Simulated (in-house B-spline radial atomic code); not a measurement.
# Se¹⁴⁺: excited configurations

Wanted: excitation energies of Se¹⁴⁺ as differences of total energies (ΔSCF).

Method: Dirac-Hartree-Fock, average of configuration, Fermi nucleus, basis-set limit. Code: in-house B-spline radial atomic code version 1.

**1. What is computed**

| Quantity | Value |
| --- | --- |
| element | selenium (Z = 34) |
| charge | +14 |
| electrons | 20 |
| configuration | [Ar] 3d2 |
| Hamiltonian | Dirac-Coulomb |
| nucleus | Fermi, rms radius 4.140 fm |

The outer shells:

[Ar] 3d2
```
[Ar] core
3d [↑ ][↑ ][  ][  ][  ]
```

The boxes draw the filling by Hund's rule, which heavy ions in jj coupling don't follow; these runs average over all states of the configuration.

Input settings:

```ini
Z = 34
electrons = 20.0
configuration = [Ar] 3d2
hamiltonian = dirac
method = hf
spin_polarised = False
nucleus = fermi
rms_radius = 4.14
mass_number = 80
atomic_mass = 79.916521761
speed_of_light = 137.035999084
```

From the earlier run of the reference: total energy -2336.461634 hartree. Levels, eight at most:

```csv
orbital,occupation,energy (eV),<r> (bohr)
2s1/2,2,-2153.17,0.1941
2p1/2,2,-1972.51,0.1675
2p3/2,4,-1930.18,0.1711
3s1/2,2,-638.02,0.5220
3p1/2,2,-570.85,0.5162
3p3/2,4,-562.98,0.5230
3d3/2,0.8,-471.67,0.4839
3d5/2,1.2,-470.28,0.4858
```

**2. [Ar] 3d1 5p1**

Input settings:

```ini
Z = 34
electrons = 20.0
configuration = [Ar] 3d1 5p1
hamiltonian = dirac
method = hf
spin_polarised = False
nucleus = fermi
rms_radius = 4.14
mass_number = 80
atomic_mass = 79.916521761
speed_of_light = 137.035999084
```

**3. Configuration [Ne] 3s2 3p5 3d2 5p1**

Settings: those of step 2 with these lines changed.

```diff
@@ -2,3 +2,3 @@
 electrons = 20.0
-configuration = [Ar] 3d1 5p1
+configuration = [Ne] 3s2 3p5 3d2 5p1
 hamiltonian = dirac
```

**4. Configuration [Ne] 3s2 3p5 3d2 5f1**

Settings: those of step 3 with these lines changed.

```diff
@@ -2,3 +2,3 @@
 electrons = 20.0
-configuration = [Ne] 3s2 3p5 3d2 5p1
+configuration = [Ne] 3s2 3p5 3d2 5f1
 hamiltonian = dirac
```

**5. Configuration [Ar] 3d1 5s1**

Settings: those of step 4 with these lines changed.

```diff
@@ -2,3 +2,3 @@
 electrons = 20.0
-configuration = [Ne] 3s2 3p5 3d2 5f1
+configuration = [Ar] 3d1 5s1
 hamiltonian = dirac
```

**6. Configuration [Ar] 3d1 7d1**

Settings: those of step 5 with these lines changed.

```diff
@@ -2,3 +2,3 @@
 electrons = 20.0
-configuration = [Ar] 3d1 5s1
+configuration = [Ar] 3d1 7d1
 hamiltonian = dirac
```

How far above the reference does each configuration lie (order and size, in eV)?

As calculated:

| net move | configuration | energy above the reference (eV) | with Breit, QED, recoil (eV) | largest <r> (bohr) |
| --- | --- | --- | --- | --- |
| 3d → 5s | [Ar] 3d1 5s1 | 302.30 | 302.32 | 1.85 |
| 3d → 5p | [Ar] 3d1 5p1 | 312.90 | 312.91 | 1.92 |
| 3d → 7d | [Ar] 3d1 7d1 | 400.35 | 400.32 | 4.26 |
| 3p → 5p | [Ne] 3s2 3p5 3d2 5p1 | 408.16 | 407.91 | 1.92 |
| 3p → 5f | [Ne] 3s2 3p5 3d2 5f1 | 436.84 | 436.54 | 1.99 |

Quantum defects of the promoted electron, δ = n − ζ/√(−2ε) with ζ = 15 and ε its orbital energy in hartree:

| promotion | δ |
| --- | --- |
| 3d → 5s | 0.716 |
| 3d → 5p | 0.573 |
| 3d → 7d | 0.374 |
| 3p → 5p | 0.570 |
| 3p → 5f | 0.097 |

**Reading.** At the bottom stands 3d → 5s (302.30 eV), at the top 3p → 5f (436.84 eV). Of those tabulated, the defect is largest for 5s (0.72) and least for 5f (0.10); at this charge much of the defect is relativistic. Two partly filled shells share a symmetry and can mix in the average, which may lower the energy, for: 3d → 7d; 3p → 5p. These are averages over configurations, without correlation, not spectroscopic levels.
